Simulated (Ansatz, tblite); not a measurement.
# Ga13N14 wurtzite other sphere (Ga₁₃N₁₄H₃₄+): one state, many levels

One table from this session's results is given with a row withheld; the runs are named, their logs left out.

Computed with Ansatz 0.2.0, Gaussian basis. Level: as each input shows.

The runs, in order: GFN1-xTB, GFN2-xTB, PBE-D4/def2-TZVP, r2SCAN-D4/def2-TZVP, BLYP-D4/def2-TZVP, PBE-D4/def2-SVP, PBE0-D4/def2-SVP, HF/6-31G, B3LYP-D4/6-31G, MP2/def2-SVP.

1 further run of the same task is left out (set aside as unsound or not needed).

**The structure**

The geometry is that of the singlet, from an earlier relaxation (PBE-D4/def2-SVP).

61 atoms, charge 1, spin multiplicity 1.

Bond lengths: N1–Ga2 2.060 Å, N1–Ga7 2.012 Å, N1–H28 1.033 Å, N1–H29 1.029 Å, Ga2–N3 1.998 Å, Ga2–N9 1.927 Å, Ga2–H30 1.570 Å, N3–Ga5 1.998 Å, N3–H31 1.031 Å, N3–H32 1.038 Å, N4–Ga5 2.060 Å, N4–Ga12 2.012 Å, N4–H33 1.029 Å, N4–H34 1.033 Å, Ga5–N14 1.927 Å, Ga5–H35 1.570 Å, N6–Ga7 2.012 Å, N6–Ga8 2.060 Å and more. Angles: Ga2–N1–Ga7 115.7°, Ga2–N1–H28 105.8°, Ga2–N1–H29 113.5°, Ga7–N1–H28 107.7°, Ga7–N1–H29 110.5°, H28–N1–H29 102.5°, N1–Ga2–N3 104.3°, N1–Ga2–N9 102.9°, N1–Ga2–H30 105.6°, N3–Ga2–N9 106.5°, N3–Ga2–H30 113.8°, N9–Ga2–H30 121.7°, Ga2–N3–Ga5 120.8°, Ga2–N3–H31 111.5°, Ga2–N3–H32 103.4°, Ga5–N3–H31 111.5°, Ga5–N3–H32 103.3°, H31–N3–H32 104.1° and more.

The ion is computed in the gas phase, without counter-ions or solvent.

PBE0-D4/def2-TZVP was run before; its log isn't repeated, and its numbers join the tables.

The first run:

Tight binding, by tblite at 300 K electronic temperature and without a spin-polarisation term:

```python
tblite.interface.Calculator('GFN1-xTB', numbers, positions, charge=1, uhf=0).singlepoint()
```

Tight binding, by tblite at 300 K electronic temperature and without a spin-polarisation term:

```python
tblite.interface.Calculator('GFN2-xTB', numbers, positions, charge=1, uhf=0).singlepoint()
```

start.molden holds the orbitals of an earlier run on this state, given as this run's starting guess.

in.yaml

```yaml
crystal:
  periodic: [false, false, false]
  atoms:
    - {symbol: N, position_ang: [-1.518057, -2.839085, -1.686384]}
    - {symbol: Ga, position_ang: [-1.543420, -2.897463, 0.372965]}
    - {symbol: N, position_ang: [-3.145426, -1.815998, 0.878754]}
    - {symbol: N, position_ang: [-3.217186, 0.103846, -1.687443]}
    - {symbol: Ga, position_ang: [-3.280966, 0.111724, 0.371813]}
    - {symbol: N, position_ang: [1.519431, -2.838160, -1.686222]}
    - {symbol: Ga, position_ang: [0.000421, -1.806921, -2.510237]}
    - {symbol: Ga, position_ang: [1.543877, -2.897139, 0.373078]}
    - {symbol: N, position_ang: [0.000091, -1.848662, 0.853531]}
    - {symbol: Ga, position_ang: [0.000113, -1.920101, 2.903614]}
    - {symbol: N, position_ang: [0.000309, -0.000104, -1.758099]}
    - {symbol: Ga, position_ang: [-1.564091, 0.903599, -2.510613]}
    - {symbol: Ga, position_ang: [-0.000019, -0.000233, 0.243795]}
    - {symbol: N, position_ang: [-1.601063, 0.923936, 0.853114]}
    - {symbol: N, position_ang: [-0.000512, -0.000223, 3.398210]}
    - {symbol: Ga, position_ang: [-1.663501, 0.958939, 2.903120]}
    - {symbol: N, position_ang: [-1.699109, 2.734515, -1.686220]}
    - {symbol: Ga, position_ang: [-1.737641, 2.785248, 0.373144]}
    - {symbol: N, position_ang: [3.145497, -1.815523, 0.879762]}
    - {symbol: N, position_ang: [3.218249, 0.105100, -1.685873]}
    - {symbol: Ga, position_ang: [1.565011, 0.903511, -2.510108]}
    - {symbol: Ga, position_ang: [3.280920, 0.112389, 0.373450]}
    - {symbol: N, position_ang: [1.600582, 0.924362, 0.853622]}
    - {symbol: Ga, position_ang: [1.662063, 0.959929, 2.903633]}
    - {symbol: N, position_ang: [1.698051, 2.734764, -1.686209]}
    - {symbol: Ga, position_ang: [1.736964, 2.785548, 0.373081]}
    - {symbol: N, position_ang: [-0.000396, 3.631775, 0.880090]}
    - {symbol: H, position_ang: [-1.433400, -3.821037, -1.994519]}
    - {symbol: H, position_ang: [-2.415987, -2.552194, -2.099551]}
    - {symbol: H, position_ang: [-1.659141, -4.416715, 0.751032]}
    - {symbol: H, position_ang: [-4.021488, -2.322031, 0.680825]}
    - {symbol: H, position_ang: [-3.098679, -1.788089, 1.915707]}
    - {symbol: H, position_ang: [-3.416401, -0.817785, -2.099937]}
    - {symbol: H, position_ang: [-4.025706, 0.667032, -1.996378]}
    - {symbol: H, position_ang: [-4.654442, 0.771560, 0.749520]}
    - {symbol: H, position_ang: [1.436046, -3.820039, -1.994918]}
    - {symbol: H, position_ang: [2.417215, -2.549928, -2.098745]}
    - {symbol: H, position_ang: [0.000442, -1.927288, -4.080876]}
    - {symbol: H, position_ang: [1.659524, -4.416481, 0.750819]}
    - {symbol: H, position_ang: [-1.393923, -2.600857, 3.282107]}
    - {symbol: H, position_ang: [1.394700, -2.599861, 3.282012]}
    - {symbol: H, position_ang: [-1.667487, 0.964418, -4.081277]}
    - {symbol: H, position_ang: [-0.000675, -0.000078, 4.433010]}
    - {symbol: H, position_ang: [-2.949339, 0.090694, 3.281111]}
    - {symbol: H, position_ang: [-1.556501, 2.506432, 3.282431]}
    - {symbol: H, position_ang: [-2.591816, 3.152113, -1.994498]}
    - {symbol: H, position_ang: [-1.001664, 3.368891, -2.099036]}
    - {symbol: H, position_ang: [-2.995852, 3.644659, 0.750962]}
    - {symbol: H, position_ang: [4.021744, -2.321282, 0.681946]}
    - {symbol: H, position_ang: [3.098327, -1.788119, 1.916708]}
    - {symbol: H, position_ang: [3.419020, -0.816079, -2.098647]}
    - {symbol: H, position_ang: [4.026287, 0.669442, -1.993981]}
    - {symbol: H, position_ang: [1.669393, 0.963575, -4.080740]}
    - {symbol: H, position_ang: [4.654132, 0.772211, 0.752113]}
    - {symbol: H, position_ang: [2.948296, 0.092673, 3.282437]}
    - {symbol: H, position_ang: [1.553853, 2.507473, 3.282503]}
    - {symbol: H, position_ang: [0.999104, 3.367703, -2.098654]}
    - {symbol: H, position_ang: [2.589826, 3.153885, -1.995077]}
    - {symbol: H, position_ang: [2.995191, 3.645057, 0.750655]}
    - {symbol: H, position_ang: [-0.000300, 3.576948, 1.917021]}
    - {symbol: H, position_ang: [-0.000532, 4.643551, 0.682515]}
basis:
  gaussian: {orbitals: def2-TZVP, fitting: {mean_field: def2-universal-jkfit}, initial_orbitals: start.molden}
total_charge: 1
hamiltonian: {xc: pbe, dispersion: d4}
scf: {omitted_lower_state_checks: [starts]}
output: {forces: true, orbitals: {seedname: orbitals}}
```

Run with:

```sh
ansatz run in.yaml --threads 11 --pin off --events-out ev --progress --plain --max-ram 174080MiB --backend cuda --devices 0, --max-vram 75GiB
```

Among the steps run: PBE-D4/def2-TZVP; r2SCAN-D4/def2-TZVP; BLYP-D4/def2-TZVP; PBE-D4/def2-SVP; PBE0-D4/def2-SVP; HF/6-31G; B3LYP-D4/6-31G; MP2/def2-SVP.

One of the session's tables, all rows but one given; the rest of the session is left out.

It belongs to the step «Levels side by side». 

```
              level  HOMO (eV)  LUMO (eV)  gap (eV)
           HF/6-31G     -12.52      -0.70     11.82
    PBE-D4/def2-SVP      -8.38      -4.17      4.20
   PBE-D4/def2-TZVP          ?          ?         ?
  BLYP-D4/def2-TZVP      -8.36      -4.42      3.94
r2SCAN-D4/def2-TZVP      -8.76      -4.11      4.65
     B3LYP-D4/6-31G      -9.35      -3.81      5.54
   PBE0-D4/def2-SVP      -9.58      -3.30      6.28
  PBE0-D4/def2-TZVP      -9.65      -3.62      6.02
```

Estimate the missing values for PBE-D4/def2-TZVP.

As computed: HOMO (eV): -8.47; LUMO (eV): -4.47; gap (eV): 4.00. In the column «HOMO (eV)» it lies between r2SCAN-D4/def2-TZVP (-8.76) and PBE-D4/def2-SVP (-8.38).
